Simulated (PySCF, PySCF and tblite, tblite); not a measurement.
# C5H7FGe: a path driven as a shift of bonds, and NMR exchange, part 2 of 2

PySCF and tblite. Atoms count from 0. Earlier steps stand in the parts before.

## (10) Shieldings, saddle of leg 1: PBE0/pcSseg-1

The job: settings as JSON, then the geometry in Å.

```
{"job": {"kind": "nmr", "xc": "PBE0", "basis": "pcSseg-1", "pop": false}, "charge": 0, "multiplicity": 1}
F     -0.912040     0.027173     2.191820
C     -0.142420     0.037866     1.086103
Ge    -1.549850    -0.511565    -0.587486
C      1.017938    -0.749582     0.894929
C      1.732765    -0.162931    -0.160098
C      1.064107     0.992380    -0.618207
C     -0.109117     1.161437     0.145200
H     -0.679266    -1.195441    -1.645623
H     -2.577999     0.469428    -1.203190
H     -2.362578    -1.500040     0.288334
H      1.266723    -1.648560     1.455478
H      2.639354    -0.577312    -0.602820
H      1.361205     1.616467    -1.459801
H     -0.748822     2.040678     0.215360
```

The program printed:

```text
coarse grid: 55920 points
cycle   1  E = -2370.5643208623  dE =  3.597e-01  |g| = 1.004e+00  |ddm| = 3.565e+00
cycle   2  E = -2370.4430442463  dE =  1.213e-01  |g| = 1.212e+00  |ddm| = 1.577e+00
cycle   3  E = -2370.6599959633  dE = -2.170e-01  |g| = 1.927e-01  |ddm| = 1.202e+00
cycle   4  E = -2370.6689606178  dE = -8.965e-03  |g| = 8.349e-02  |ddm| = 3.072e-01
cycle   5  E = -2370.6705793198  dE = -1.619e-03  |g| = 1.397e-02  |ddm| = 8.942e-02
cycle   6  E = -2370.6706252027  dE = -4.588e-05  |g| = 2.910e-03  |ddm| = 1.902e-02
cycle   7  E = -2370.6706266548  dE = -1.452e-06  |g| = 9.551e-04  |ddm| = 3.763e-03
final grid: 118288 points
cycle   8  E = -2370.6706345437  dE =  1.462e-07  |g| = 1.420e-03  |ddm| = 3.904e-03
cycle   9  E = -2370.6706338599  dE =  6.838e-07  |g| = 2.201e-03  |ddm| = 3.528e-03
cycle  10  E = -2370.6706350048  dE = -1.145e-06  |g| = 1.931e-04  |ddm| = 2.239e-03
cycle  11  E = -2370.6706350141  dE = -9.383e-09  |g| = 2.464e-05  |ddm| = 1.909e-04
cycle  12  E = -2370.6706350143  dE = -1.514e-10  |g| = 6.879e-06  |ddm| = 3.480e-05
converged SCF energy = -2370.6706350143

GIAO shielding tensors (ppm)
atom      isotropic    diamagn.    paramagn.     s11        s22        s33       span
  0 F      341.883     472.835    -130.952    272.844    328.051    424.755    151.911
  1 C       44.191     246.930    -202.739      9.928     47.089     75.556     65.628
  2 Ge    1358.062    2755.959   -1397.897   1012.814   1437.610   1623.762    610.948
  3 C       68.941     254.686    -185.745      1.030     41.893    163.901    162.871
  4 C       49.164     252.613    -203.449    -42.938     29.331    161.099    204.037
  5 C       68.016     251.508    -183.492    -11.547     49.448    166.146    177.693
  6 C       88.996     254.712    -165.716     23.437     84.667    158.883    135.446
  7 H       29.281      28.182       1.099     21.734     27.025     39.084     17.350
  8 H       25.322      28.265      -2.943     18.779     21.471     35.716     16.937
  9 H       25.228      28.096      -2.868     18.875     21.217     35.593     16.719
 10 H       24.692      30.770      -6.078     21.874     25.306     26.895      5.022
 11 H       24.386      29.990      -5.603     22.221     25.341     25.597      3.377
 12 H       25.047      30.572      -5.524     22.355     25.351     27.435      5.080
 13 H       25.481      31.534      -6.053     22.373     25.984     28.085      5.712
```

Wall time 22 s (1 thread of Arm Neoverse V2, shared host); peak memory 0.8 GiB.

Key values: HOMO -6.49 eV, LUMO -0.93 eV; dipole 1.47 D.

## (11) Shieldings, end: PBE0/pcSseg-1

The job: settings as JSON, then the geometry in Å.

```
{"job": {"kind": "nmr", "xc": "PBE0", "basis": "pcSseg-1", "pop": false}, "charge": 0, "multiplicity": 1}
F     -0.665104    -0.547410     2.299862
C      0.133165    -0.211866     1.284270
Ge    -1.781333    -0.240626    -0.846225
C      1.397012    -0.644843     1.060805
C      1.857155    -0.007553    -0.170948
C      0.880346     0.792994    -0.675437
C     -0.335068     0.681518     0.192222
H     -1.246949    -1.615071    -1.283430
H     -2.126784     0.628484    -2.073002
H     -3.030832    -0.397253     0.044511
H      1.959045    -1.340750     1.681951
H      2.844292    -0.164265    -0.608277
H      0.931892     1.404825    -1.575718
H     -0.766986     1.635274     0.537405
```

The program printed:

```text
coarse grid: 55920 points
cycle   1  E = -2370.6098775171  dE =  2.925e-01  |g| = 9.674e-01  |ddm| = 3.556e+00
cycle   2  E = -2370.5510712884  dE =  5.881e-02  |g| = 1.065e+00  |ddm| = 1.182e+00
cycle   3  E = -2370.6923970942  dE = -1.413e-01  |g| = 1.593e-01  |ddm| = 7.926e-01
cycle   4  E = -2370.6974670691  dE = -5.070e-03  |g| = 8.269e-02  |ddm| = 2.099e-01
cycle   5  E = -2370.6990081771  dE = -1.541e-03  |g| = 9.549e-03  |ddm| = 7.393e-02
cycle   6  E = -2370.6990217147  dE = -1.354e-05  |g| = 4.912e-03  |ddm| = 1.124e-02
cycle   7  E = -2370.6990268590  dE = -5.144e-06  |g| = 1.127e-03  |ddm| = 5.167e-03
final grid: 118288 points
cycle   8  E = -2370.6990339845  dE =  5.346e-07  |g| = 1.887e-03  |ddm| = 3.324e-03
cycle   9  E = -2370.6990319318  dE =  2.053e-06  |g| = 3.395e-03  |ddm| = 4.597e-03
cycle  10  E = -2370.6990349055  dE = -2.974e-06  |g| = 1.808e-04  |ddm| = 2.928e-03
cycle  11  E = -2370.6990349133  dE = -7.813e-09  |g| = 3.805e-05  |ddm| = 1.840e-04
cycle  12  E = -2370.6990349136  dE = -2.988e-10  |g| = 1.089e-05  |ddm| = 4.228e-05
converged SCF energy = -2370.6990349136

GIAO shielding tensors (ppm)
atom      isotropic    diamagn.    paramagn.     s11        s22        s33       span
  0 F      297.095     474.009    -176.914    190.085    270.907    430.294    240.209
  1 C        2.866     250.166    -247.300    -82.395     28.563     62.431    144.825
  2 Ge    1518.336    2755.729   -1237.393   1428.010   1484.807   1642.190    214.180
  3 C       72.149     256.738    -184.589     -6.322     73.130    149.639    155.961
  4 C       47.107     253.294    -206.187    -55.027     46.840    149.507    204.534
  5 C       55.673     254.121    -198.448    -47.797     62.546    152.269    200.066
  6 C      142.121     252.771    -110.650    127.268    147.650    151.445     24.177
  7 H       28.016      28.009       0.007     21.446     24.400     38.201     16.755
  8 H       26.876      28.274      -1.398     20.400     22.226     38.002     17.602
  9 H       26.708      28.062      -1.354     20.298     22.266     37.561     17.263
 10 H       25.275      30.387      -5.113     23.162     23.959     28.703      5.541
 11 H       24.688      30.340      -5.651     22.995     23.512     27.557      4.563
 12 H       25.270      31.609      -6.339     22.953     25.650     27.206      4.253
 13 H       27.932      30.125      -2.193     24.438     24.823     34.534     10.097
```

It took 22 s on 1 thread of Arm Neoverse V2, shared host; peak memory 0.8 GiB.

This run: HOMO -6.35 eV, LUMO -0.73 eV; dipole 1.22 D.

## (12) Barriers, rates and exchange

The job: settings as JSON, then the geometry in Å.

```
{"job": {"smiles": "F[C]1([GeH3])C=CC=C1", "charge": 0, "mult": 1, "motion": "shift", "what": "ring whizzing, 1,2-shift on cyclopentadiene", "atoms": [2, 1, 6], "drives": [{"terms": [["d", [2, 1], 1], ["d", [2, 6], -1]], "neg": true, "n": 14}], "study": "path", "level": {"kind": "nmr", "xc": "PBE0", "basis": "pcSseg-1"}, "fields": [80, 500, 700], "first": 2, "seed": 240, "refine": {"xc": "B3LYP", "basis": "def2-SVP"}, "kind": "path"}, "charge": 0, "multiplicity": 1}
F     -0.984559     0.300391     1.970299
C     -0.309404     0.148860     0.779633
Ge    -1.659098    -0.764807    -0.432522
C      0.868072    -0.731370     0.741796
C      1.763612    -0.180637    -0.105511
C      1.285199     1.100588    -0.539878
C      0.090028     1.352867     0.035570
H     -1.059485    -0.998454    -1.780870
H     -2.872504     0.108549    -0.531569
H     -2.064979    -2.059427     0.203248
H      0.936722    -1.653970     1.287736
H      2.701205    -0.610621    -0.409517
H      1.820166     1.750009    -1.209575
H     -0.515651     2.237550    -0.031005
```

The program printed:

```text
stationary points (kcal/mol above the start)
  n  kind          group   xTB      DFT    lowest mode
  0  minimum      Cs       0.00     0.00     100.9
  1  saddle       C1       5.81     8.76    -290.6
  2  minimum      C1      -5.80    -8.94      87.5

GFN2-xTB energies: T/K, barrier G, reaction G (kcal/mol), k forward, k back (1/s)
 150.00     5.44    -5.41   7.44e+04   0.000488
 200.00     5.55    -5.41   7.18e+06       4.35
 250.00     5.67    -5.41   1.14e+08   1.07e+03
 298.15     5.80    -5.39   6.94e+08   3.88e+04
 350.00     5.95    -5.37   2.81e+09   6.27e+05
 400.00     6.10    -5.33   7.73e+09   4.72e+06
 500.00     6.42    -5.25   3.24e+10   8.24e+07

B3LYP-D3(BJ)/def2-SVP energies: T/K, barrier G, reaction G (kcal/mol), k forward, k back (1/s)
 150.00     9.42    -8.04      0.117   1.11e-13
 200.00     9.53    -8.05        318   2.55e-07
 250.00     9.66    -8.04   3.76e+04    0.00176
 298.15     9.79    -8.03   8.33e+05      0.546
 350.00     9.93    -8.00   9.14e+06       46.3
 400.00    10.09    -7.97   5.15e+07   1.14e+03
 500.00    10.41    -7.88   5.88e+08   1.05e+05

PBE0/pcSseg-1 + D3(BJ) energies: T/K, barrier G, reaction G (kcal/mol), k forward, k back (1/s)
 150.00     8.38    -8.55       3.81    6.7e-13
 200.00     8.50    -8.55   4.35e+03    9.8e-07
 250.00     8.62    -8.55   3.05e+05    0.00515
 298.15     8.75    -8.53   4.82e+06       1.35
 350.00     8.90    -8.50   4.07e+07       99.8
 400.00     9.05    -8.47    1.9e+08   2.24e+03
 500.00     9.37    -8.39   1.67e+09   1.81e+05
```

It took 4.7 min on 1 thread of Arm Neoverse V2, shared host; peak memory 0.87 GiB. This counts the whole study up to here.

Barriers by level (kcal/mol; entropies in cal/(mol K)). Zero-point and thermal terms come from xTB in every row. ΔG‡ leaves symmetry out; the rate counts equivalent paths (a factor of 2); effective ΔG‡, where given, is the barrier that would give that rate by Eyring's equation alone:

```tsv
level	ΔE‡	with zero-point	ΔH‡	ΔS‡	ΔG‡ (298 K)	ΔE of reaction	k at 298 K (1/s)	effective ΔG‡
GFN2-xTB	5.81	5.24	4.80	-3.4	5.80	-5.80	6.9e+08	5.39
B3LYP-D3(BJ)/def2-SVP	9.80	9.23	8.78	-3.4	9.79	-8.43	8.3e+05	9.38
PBE0/pcSseg-1 + D3(BJ)	8.76	8.19	7.74	-3.4	8.75	-8.94	4.8e+06	8.34
```

Sites that the driver pairs across this motion, and where their lines would merge (no couplings; faster rotations or exchange between molecules can average them sooner):

```tsv
nucleus	sites: shielding (ppm)	proton frequency (MHz)	spread (Hz)	coalescence (K)	lines at 298 K
¹⁹F	F0: 393.0; F0 (end): 297.1	700	63183	not given	–
¹³C	C3, C6: 42.2; C3 (end): 72.1; C6 (end): 142.1	700	17584	not given	–
¹³C	C1: 72.9; C1 (end): 2.9	700	12326	not given	–
¹H	H10, H13: 24.41; H10 (end): 25.27; H13 (end): 27.93	700	2466	not given	–
¹³C	C4, C5: 49.2; C4 (end): 47.1; C5 (end): 55.7	700	1508	not given	–
¹H	H11, H12: 24.85; H11 (end): 24.69; H12 (end): 25.27	700	407	not given	–
¹H	H7, H8, H9: 27.03; H7, H8, H9 (end): 27.20	700	122	not given	–
```

A dash: the driver gave no coalescence for this row (it judged the minor form too scarce).

Rows that set an atom against itself at the end compare its shielding in the two forms.

## (13) Nudged elastic band, band settings drawn wide

The job: settings as JSON, then the geometry in Å.

```
{"job": {"images": 13, "spring": 0.05, "start": "idpp", "climb": true, "fmax": 0.1, "method": "GFN1-xTB", "steps": 200, "xc": "GFN1-xTB", "basis": "xTB", "kind": "neb"}, "charge": 0, "multiplicity": 1}
F     -0.975867     0.300393     1.963610
C     -0.303978     0.147508     0.771159
Ge    -1.658658    -0.764613    -0.436610
C      0.872452    -0.734292     0.731581
C      1.767772    -0.184545    -0.116524
C      1.290398     1.097454    -0.550166
C      0.096146     1.351002     0.026495
H     -1.063581    -0.999951    -1.786404
H     -2.872207     0.109014    -0.532182
H     -2.064168    -2.058206     0.201210
H      0.940589    -1.657481     1.276678
H      2.704774    -0.615516    -0.421127
H      1.824977     1.746443    -1.220584
H     -0.508799     2.236248    -0.039148
```

The program printed:

```text
image   E - E0 / eV
  0       0.0000
  1      -0.0095
  2       0.0066
  3       0.0377
  4       0.1024
  5       0.2506
  6       0.1470
  7      -0.0346
  8      -0.1252
  9      -0.1738
 10      -0.2033
 11      -0.2193
 12      -0.2076
```

Run time: 2.9 s. Hardware: 1 thread of Arm Neoverse V2, shared host; peak memory 0.4 GiB.

The highest point is number 5, 5.8 kcal/mol above the first.

## (14) Outcome

The summary covers parts 1 to 2.

| quantity | value |
| --- | --- |
| barrier (PBE0/pcSseg-1 + D3(BJ)) | ΔE‡ 8.8, ΔG‡(298 K) 8.8 kcal/mol |
| barrier (GFN2-xTB) | ΔE‡ 5.8 kcal/mol |
| rate at 298 K | 4.8e+06 s⁻¹ |
| end of the path | -8.9 kcal/mol from the start |

DFT puts the top 8.8 kcal/mol above the start (xTB: 5.8); the rate from the DFT barrier is 4.8e+06 s⁻¹ at 298 K. An error of 1.4 kcal/mol changes that rate tenfold.
